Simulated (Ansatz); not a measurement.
**C₃H₉BSi: one species, many methods**

One table from this session's results is given with a row withheld; the runs are named, their logs left out.

Computed with Ansatz 0.2.0, Gaussian basis. Level: functionals in def2-TZVPP, the program's frozen cores in correlated methods.

Plan: PBE-D4, r2SCAN-D4, PBE0-D4, B3LYP-D4, ωB97X-V, ωB97M-V, B2PLYP; CCSD(T)/def2-TZVPP; MP2/def2-QZVPP; extrapolation to the limit.

### The relaxed structure

The geometry comes from an earlier relaxation with PBE0-D4 in a triple-zeta def2 set; it is a stationary point, not always the lowest conformer.

SMILES `C=CB(C)[SiH3]`, 14 atoms, charge 0, spin multiplicity 1.

Atoms are counted from 1 here; the program's logs count them from 0.

Bond lengths: C1–C2 1.337 Å, C1–H6 1.086 Å, C1–H7 1.087 Å, C2–B3 1.548 Å, C2–H8 1.089 Å, B3–C4 1.562 Å, B3–Si5 2.029 Å, C4–H9 1.093 Å, C4–H10 1.101 Å, C4–H11 1.094 Å, Si5–H12 1.495 Å, Si5–H13 1.492 Å, Si5–H14 1.492 Å. Angles: C2–C1–H6 121.5°, C2–C1–H7 122.5°, H6–C1–H7 116.0°, C1–C2–B3 122.3°, C1–C2–H8 117.0°, B3–C2–H8 120.4°, C2–B3–C4 122.4°, C2–B3–Si5 118.9°, C4–B3–Si5 118.7°, B3–C4–H9 115.6°, B3–C4–H10 105.9°, B3–C4–H11 113.5°, H9–C4–H10 106.8°, H9–C4–H11 109.4°, H10–C4–H11 104.8°, B3–Si5–H12 108.4°, B3–Si5–H13 113.5°, B3–Si5–H14 112.8° and more.

Set-up of the first run:

File in.yaml:

```yaml
crystal:
  periodic: [false, false, false]
  atoms:
    - {symbol: C, position_ang: [-1.695272, 1.174766, 1.108529]}
    - {symbol: C, position_ang: [-1.027408, 0.027399, 0.946474]}
    - {symbol: B, position_ang: [0.061914, -0.147872, -0.138705]}
    - {symbol: C, position_ang: [0.055838, 0.668523, -1.470009]}
    - {symbol: Si, position_ang: [1.572164, -1.462132, 0.192578]}
    - {symbol: H, position_ang: [-1.561054, 2.010201, 0.427735]}
    - {symbol: H, position_ang: [-2.378486, 1.340268, 1.937090]}
    - {symbol: H, position_ang: [-1.196511, -0.752530, 1.687999]}
    - {symbol: H, position_ang: [-0.627796, 1.520884, -1.498031]}
    - {symbol: H, position_ang: [-0.278067, -0.031870, -2.250863]}
    - {symbol: H, position_ang: [1.051325, 0.990330, -1.789297]}
    - {symbol: H, position_ang: [2.710630, -0.724944, 0.820845]}
    - {symbol: H, position_ang: [1.203921, -2.571336, 1.119557]}
    - {symbol: H, position_ang: [2.095999, -2.070986, -1.065002]}
basis:
  gaussian: {orbitals: def2-TZVPP}
hamiltonian: {xc: pbe, dispersion: d4}
output: {forces: true, orbitals: {seedname: orbitals}}
```

Launch:

```
ansatz run in.yaml --threads 4 --pin off --events-out ev --progress --plain --max-ram 10444MiB
```

Among the steps run: PBE-D4 (GGA); r2SCAN-D4 (meta-GGA); PBE0-D4 (hybrid); B3LYP-D4 (hybrid); ωB97X-V (range-separated); ωB97M-V (range-separated); B2PLYP (double hybrid); CCSD(T) in def2-TZVPP; MP2 in def2-QZVPP.

One table of the session follows, with a row left open; its other results are not shown here.

It belongs to the step «Atomisation energies». 

| method | atomisation energy (kcal/mol) |
| --- | --- |
| PBE-D4 | 1268.9 |
| r2SCAN-D4 | 1256.8 |
| PBE0-D4 | 1257.0 |
| B3LYP-D4 | 1255.7 |
| ωB97X-V | 1253.8 |
| ωB97M-V | 1254.2 |
| B2PLYP | 1240.3 |
| HF/def2-TZVPP | 961.5 |
| MP2/def2-TZVPP | 1230.3 |
| CCSD/def2-TZVPP | 1207.6 |
| CCSD(T)/def2-TZVPP | 1222.1 |
| MP2/CBS | 1256.4 |
| CCSD(T)/CBS | ? |

**Question.** Estimate the row for CCSD(T)/CBS.

As computed: atomisation energy (kcal/mol): 1248.2. In the column «atomisation energy (kcal/mol)» it lies between B2PLYP (1240.3) and ωB97X-V (1253.8).
